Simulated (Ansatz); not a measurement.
Ge3Pd:

```xyz
4
Lattice="4.1420 0.0000 0.0000 0.0000 4.1420 0.0000 0.0000 0.0000 4.1420" Properties=species:S:1:pos:R:3 pbc="T T T"
Pd    0.0000    0.0000    0.0000
Ge    2.0710    2.0710    0.0000
Ge    2.0710    0.0000    2.0710
Ge    0.0000    2.0710    2.0710
```

The cell comes from a database or a generator and needn't be the stable form of this composition.

* Program: Ansatz 0.2.0
* Task: single point
* Functional: PBEsol
* Potentials or basis: all-electron LAPW, scalar-relativistic
* Cutoff: 216 eV (chosen from the basis error)
* Basis error allowed: 0.001 eV/atom
* k mesh: 7 × 7 × 7
* Occupations: fermi-dirac, width 0.05 eV
* Spin: no spin polarisation

On this cell: pressure -4.7 GPa; largest force zero by symmetry; band gap on the k mesh none (metal or under the smearing width).

The same run follows on a disturbed copy (atoms moved at random, drawn with an rms of 0.05 Å):

```
Pd Ge
1.0
     4.14202    0.00000    0.00000
     0.00000    4.14202    0.00000
     0.00000    0.00000    4.14202
Pd Ge
1 3
Direct
  0.00622 0.99586 0.98313
  0.50040 0.49628 0.00006
  0.49946 0.00568 0.49902
  0.00962 0.49349 0.50611
```

Question: What changes?

Answer: The energy (extrapolated to zero smearing) moves by +0.8 meV/atom; pressure -4.5 GPa; largest force 0.132 eV/Å; band gap on the k mesh none (metal or under the smearing width).

Forces in eV/Å, atoms in the order of the input:
```
Pd  -0.022 -0.043 -0.046
Ge   0.062  0.063  0.099
Ge   0.066 -0.090 -0.021
Ge  -0.105  0.070 -0.032
```
